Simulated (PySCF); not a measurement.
**MeOCH2CF3: NMR shifts and spin-spin couplings**

Aim: predict the NMR shifts and spin-spin couplings of MeOCH2CF3 (`COCC(F)(F)F`).

Programs: PySCF 2.14.0, with density-fitted response routines of our own. Each step states its level of theory. These are calculated values for one molecule in the gas phase, unless marked as measured. Atoms are numbered from 0 throughout.

### Step 1. Starting geometry

12 atoms, charge 0, multiplicity 1; geometry from: GFN2-xTB.

Bonds of the start (Å): C0–O1 1.42, O1–C2 1.39, C2–C3 1.54, C3–F4 1.34, C3–F5 1.34, C3–F6 1.33, C0–H7 1.09, C0–H8 1.09, C0–H9 1.10, C2–H10 1.10, C2–H11 1.09.

### Step 2. Shielding tensors: PBE0/pcSseg-1

What the job is given:

```
{"job": {"kind": "nmr", "xc": "PBE0", "basis": "pcSseg-1"}, "charge": 0, "multiplicity": 1}
C      1.656990    -0.251268    -0.114610
O      0.633940     0.117530    -1.020580
C     -0.488208     0.695211    -0.437928
C     -1.348591    -0.294402     0.363248
F     -2.576893     0.207050     0.568975
F     -0.844757    -0.560326     1.579802
F     -1.499966    -1.466029    -0.255900
H      2.508492    -0.529816    -0.730745
H      1.367494    -1.103573     0.506137
H      1.928453     0.590601     0.531159
H     -0.228737     1.522321     0.241387
H     -1.107020     1.072015    -1.256972
```

Method: GIAO PBE0/pcSseg-1 NMR shielding, non-relativistic, gas phase.

**Question.** This job is followed by: B3LYP/pcJ-1 indirect spin-spin coupling, non-relativistic, gas phase. What will the session give for the following? 13C shifts against TMS (PBE0/pcSseg-1); 1H shifts against TMS (PBE0/pcSseg-1, means over atoms taken as alike); 17O shifts against H2O (PBE0/pcSseg-1); 19F shifts against CFCl3 (PBE0/pcSseg-1, means over atoms taken as alike); largest coupling of the table (B3LYP/pcJ-1).

The runs gave:

| quantity | value |
| --- | --- |
| 13C shifts against TMS (PBE0/pcSseg-1) | 133.8, 75.1, 61.7 ppm |
| 1H shifts against TMS (PBE0/pcSseg-1, means over atoms taken as alike) | 3.93, 3.64 ppm |
| 17O shifts against H2O (PBE0/pcSseg-1) | 10.7 ppm |
| 19F shifts against CFCl3 (PBE0/pcSseg-1, means over atoms taken as alike) | -85.5 ppm |
| largest coupling of the table (B3LYP/pcJ-1) | 1J(C,F) C3–F4, -354.0 Hz |

H10, H11 (mean) (hydrogen on an sp3 CH2 bonded to O) lies farthest downfield among hydrogen, at 3.93 ppm; its carbon carries O, which withdraws density. At PBE0/pcSseg-1: The widest tensor belongs to F4, F5, F6: span 167 ppm, with a paramagnetic part of -217 ppm. Of the pairs tabulated at B3LYP/pcJ-1, C3–F4 (mean over like pairs) couples most strongly (-354.0 Hz; Fermi contact -328.8 Hz). Couplings across rotatable bonds belong to this one conformer; where others are populated, the observed values are averages. Density functionals describe couplings to fluorine poorly, F–F couplings above all, so those rows are rough.
